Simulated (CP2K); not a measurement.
A run of CP2K 2026.2 is set up as follows.

File sio_scf.inp:

```
&GLOBAL
  PROJECT sio_scf
  RUN_TYPE ENERGY_FORCE
  PRINT_LEVEL LOW
&END GLOBAL
&FORCE_EVAL
  METHOD QS
  STRESS_TENSOR ANALYTICAL
  &DFT
    BASIS_SET_FILE_NAME BASIS_MOLOPT_UZH
    POTENTIAL_FILE_NAME POTENTIAL_UZH
    &MGRID
      CUTOFF 600
      REL_CUTOFF 60
      NGRIDS 4
    &END MGRID
    &QS
      METHOD GPW
      EPS_DEFAULT 1.0E-10
    &END QS
    &KPOINTS
      SCHEME MONKHORST-PACK 9 9 9
      GAMMA_CENTERED T
      SYMMETRY T
      SYMMETRY_BACKEND SPGLIB
    &END KPOINTS
    &SCF
      SCF_GUESS ATOMIC
      EPS_SCF 1.0E-6
      MAX_SCF 100
      ADDED_MOS 10
      CHOLESKY OFF
      EPS_EIGVAL 1.0E-7
      &DIAGONALIZATION ON
        ALGORITHM STANDARD
      &END DIAGONALIZATION
      &MIXING ON
        METHOD BROYDEN_MIXING
        ALPHA 0.4
        BETA 1.5
        NBUFFER 8
      &END MIXING
      &SMEAR ON
        METHOD FERMI_DIRAC
        ELECTRONIC_TEMPERATURE 580.23
      &END SMEAR
    &END SCF
    &XC
      &XC_FUNCTIONAL
        &GGA_X_PBE
        &END GGA_X_PBE
        &GGA_C_PBE
        &END GGA_C_PBE
      &END XC_FUNCTIONAL
    &END XC
    &PRINT
      &KPOINTS ON
      &END KPOINTS
      &MULLIKEN ON
      &END MULLIKEN
      &MO ON
        ENERGIES T
        OCCUPATION_NUMBERS T
        &EACH
          QS_SCF 0
        &END EACH
        ADD_LAST NUMERIC
      &END MO
      &LOWDIN ON
      &END LOWDIN
      &HIRSHFELD ON
        SHAPE_FUNCTION DENSITY
      &END HIRSHFELD
      &E_DENSITY_CUBE ON
        STRIDE 2
      &END E_DENSITY_CUBE
      &V_HARTREE_CUBE ON
        STRIDE 2
      &END V_HARTREE_CUBE
      &ELF_CUBE ON
        STRIDE 2
      &END ELF_CUBE
    &END PRINT
  &END DFT
  &SUBSYS
    &CELL
      A 2.8069700000 0.0000000000 0.0000000000
      B 0.0000000000 2.8069700000 0.0000000000
      C 0.0000000000 0.0000000000 2.8069700000
      PERIODIC XYZ
    &END CELL
    &COORD
      SCALED
      Si  0.0000000000 0.0000000000 0.0000000000
      O   0.5000000000 0.5000000000 0.5000000000
    &END COORD
    &KIND Si
      BASIS_SET TZVP-MOLOPT-PBE-GTH-q4
      POTENTIAL GTH-PBE-q4
    &END KIND
    &KIND O
      BASIS_SET TZVP-MOLOPT-PBE-GTH-q6
      POTENTIAL GTH-PBE-q6
    &END KIND
    &PRINT
      &ATOMIC_COORDINATES ON
      &END ATOMIC_COORDINATES
      &CELL ON
      &END CELL
      &SYMMETRY ON
      &END SYMMETRY
    &END PRINT
  &END SUBSYS
  &PRINT
    &FORCES ON
    &END FORCES
    &STRESS_TENSOR ON
    &END STRESS_TENSOR
  &END PRINT
&END FORCE_EVAL
```

Potentials or basis: POTENTIAL_UZH Si GTH-PBE-q4, O GTH-PBE-q6; TZVP-MOLOPT-PBE-GTH basis.

The run is started by

```bash
$ OMP_NUM_THREADS=1 cp2k.psmp -i sio_scf.inp -o sio_scf.out
```

What does it give for the pressure?

0.3 GPa.

Estimate the Hirshfeld charges.

Si +0.25; O -0.25 e.

What does it give for the band gap on the k mesh?

None (metal or under the smearing width).

Predict the Mulliken charges.

Si +0.73; O -0.73 e.

Caveat: the basis of atomic orbitals isn't converged, which shifts pressures, moduli and gaps.
